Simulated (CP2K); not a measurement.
**TaF3 under changes of volume**

One of the cells (14.843 Å³/atom); the others are scaled copies at fixed shape and fractional positions:

```
CELL_PARAMETERS angstrom
3.90120 0.00000 0.00000
0.00000 3.90120 0.00000
0.00000 0.00000 3.90120
ATOMIC_POSITIONS crystal
Ta 0.00000 0.00000 0.00000
F 0.00000 0.00000 0.50000
F 0.00000 0.50000 0.00000
F 0.50000 0.00000 0.00000
```

| Property | Result |
| --- | --- |
| Program | CP2K 2026.2 |
| Functional | PBEsol |
| Potentials or basis | POTENTIAL_UZH Ta GTH-PBE-q13, F GTH-PBE-q7; TZVP-MOLOPT-PBE-GTH basis |
| Density cutoff | 10204 eV |
| k mesh | 7 × 7 × 7 |
| Occupations | fermi-dirac, width 0.05 eV |
| Spin | no spin polarisation |

```tsv
volume (Å³/atom)	energy over the lowest point (meV/atom)	pressure (GPa)
13.953	202.18	30.8
14.250	149.69	26.1
14.547	105.44	21.7
14.843	?	?
15.140	40.38	14.1
15.437	17.34	10.9
15.734	0.00	8.0
```

Q: What does the run at 14.843 Å³/atom give?

A: Energy over the lowest point 69.80 meV/atom; pressure 17.8 GPa.

Worked out: A Birch-Murnaghan fit of order 3 (a polynomial in V^(-2/3)) to the other rows has no minimum within the range. It gives 69.53 meV/atom at 14.843 Å³/atom, against the run's 69.80, and -dE/dV = 17.6 GPa, against 17.8.

Energies are extrapolated to zero smearing.

Caveats: the potentials were made for another functional, which shifts forces and pressure; the basis of atomic orbitals isn't converged, which shifts pressures, moduli and gaps.
